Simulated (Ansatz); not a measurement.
# CH2FInOS: a ladder of functionals and wavefunction methods

The task here is to estimate one member of a computed series from the others.

The runs use Ansatz 0.2.0, Gaussian basis; functionals in def2-TZVPP, the program's frozen cores in correlated methods.

Plan: LDA (SPW92), PBE-D4, revPBE-D4, BLYP-D4, r2SCAN-D4, B97M-V, PBE0-D4, B3LYP-D4, r2SCANh-D4, r2SCAN0-D4, HSE06-D4, BHLYP-D4, CAM-B3LYP-D4, LC-ωPBE, ωB97X-V, ωB97M-V, B2PLYP, PBE-QIDH; CCSD(T)/def2-SVP; CCSD(T)/def2-TZVPP; MP2/def2-QZVPP; extrapolation to the limit; RPA on PBE.

### The geometry

An earlier PBE0-D4 in a triple-zeta def2 set relaxation fixed the geometry. In takes the def2 core potential; no spin-orbit term is included.

SMILES `O[C](=S)[InH][F]`, 7 atoms, charge 0, spin multiplicity 1.

Atoms are counted from 1 here; the program's logs count them from 0.

Bond lengths: O1–C2 1.318 Å, O1–H6 0.988 Å, C2–S3 1.618 Å, C2–In4 2.158 Å, In4–F5 2.021 Å, In4–H7 1.687 Å. Angles: C2–O1–H6 108.2°, O1–C2–S3 124.8°, O1–C2–In4 110.0°, S3–C2–In4 125.2°, C2–In4–F5 87.3°, C2–In4–H7 156.4°, F5–In4–H7 116.3°.

Set-up of the first run:

File in.yaml:

```yaml
crystal:
  periodic: [false, false, false]
  atoms:
    - {symbol: O, position_ang: [0.081171, 0.030797, 1.635179]}
    - {symbol: C, position_ang: [0.560293, -0.671412, 0.628391]}
    - {symbol: S, position_ang: [1.552389, -1.940251, 0.777736]}
    - {symbol: In, position_ang: [-0.172912, 0.120460, -1.240618]}
    - {symbol: F, position_ang: [-1.172213, 1.500904, -0.153516]}
    - {symbol: H, position_ang: [-0.494942, 0.744249, 1.267588]}
    - {symbol: H, position_ang: [-0.353776, 0.215243, -2.914770]}
basis:
  gaussian: {orbitals: def2-TZVPP}
hamiltonian: {xc: lda}
output: {orbitals: {seedname: orbitals}}
```

Steps of the session up to this table: LDA; PBE-D4 (GGA); revPBE-D4 (GGA); BLYP-D4 (GGA); r2SCAN-D4 (meta-GGA); B97M-V (meta-GGA); PBE0-D4 (hybrid); B3LYP-D4 (hybrid); r2SCANh-D4 (hybrid); r2SCAN0-D4 (hybrid); HSE06-D4 (hybrid); BHLYP-D4 (hybrid); CAM-B3LYP-D4 (range-separated); LC-ωPBE (range-separated); ωB97X-V (range-separated); ωB97M-V (range-separated); B2PLYP (double hybrid); PBE-QIDH (double hybrid).

One table of the session follows, with a row left open; its other results are not shown here.

It belongs to the step «Orbital energies across the functionals». 

| functional | HOMO (eV) | LUMO (eV) | gap (eV) |
| --- | --- | --- | --- |
| LDA (SPW92) | -5.63 | -3.67 | 1.96 |
| PBE-D4 | -5.43 | -3.40 | 2.03 |
| revPBE-D4 | -5.36 | -3.29 | 2.07 |
| BLYP-D4 | -5.30 | -3.33 | 1.97 |
| r2SCAN-D4 | -5.62 | -3.30 | 2.32 |
| B97M-V | ? | ? | ? |
| PBE0-D4 | -6.51 | -2.68 | 3.83 |
| B3LYP-D4 | -6.32 | -2.93 | 3.39 |
| r2SCANh-D4 | -6.03 | -3.03 | 3.00 |
| r2SCAN0-D4 | -6.65 | -2.62 | 4.03 |
| HSE06-D4 | -6.12 | -3.04 | 3.08 |
| BHLYP-D4 | -7.51 | -1.99 | 5.52 |
| CAM-B3LYP-D4 | -7.77 | -1.80 | 5.98 |
| LC-ωPBE | -9.05 | -0.66 | 8.39 |
| ωB97X-V | -8.72 | -0.78 | 7.94 |
| ωB97M-V | -8.58 | -0.96 | 7.62 |

Estimate the missing values for B97M-V.

The run gave: HOMO (eV): -5.66; LUMO (eV): -3.40; gap (eV): 2.26. In the column «HOMO (eV)» it lies between r2SCANh-D4 (-6.03) and LDA (SPW92) (-5.63).
